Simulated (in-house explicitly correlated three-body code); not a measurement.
# Two electrons around a charge of +37.856: exact states and exact Kohn–Sham parts

One table from this session's results is given with a row withheld; the runs are named, their logs left out.

Program: in-house explicitly correlated three-body code version 1. Level of theory: two electrons, non-relativistic, variational in exponentially correlated functions. These are calculated values, not measurements, unless marked.

## What is computed

```
charge of the centre : +37.856
mass of the centre   : infinite
interactions         : Coulomb
basis                : 260 functions exp(−a r1 − b r2 − g r12) a state, exponent ranges optimised
units                : hartree and bohr; relativity and QED are left out
```

The first run:

Settings:

```ini
Z = 37.856
interaction_strength = 1.0
functions = 260
states_tried = 13
```

Command:

```console
$ python run_hyl.py task.json out
```

One table of the session follows, with a row left open; its other results are not shown here.

It belongs to the step «Levels». 

```
state  binding (eV)  excitation (eV)  ⟨r12⟩ (bohr)
 1 ¹S             ?                ?             ?
 2 ³S       4682.21          14176.3        0.1677
 2 ³P       4643.97          14214.5        0.1448
 2 ¹S       4638.80          14219.7        0.1667
 2 ¹P       4611.06          14247.4        0.1389
 3 ³S       2070.78          16787.7        0.3663
 3 ³P       2060.15          16798.3        0.3416
 3 ¹S       2059.36          16799.1        0.3676
 3 ¹P       2051.33          16807.1        0.3416
 4 ³S       1162.25          17696.2        0.6489
 4 ³P       1157.85          17700.6        0.6244
 4 ¹P       1154.25          17704.2        0.6258
```

Estimate the missing values for 1 ¹S.

As computed: binding (eV): 18858.5; excitation (eV): 0; ⟨r12⟩ (bohr): 0.05851. In the column «binding (eV)» it is the highest.
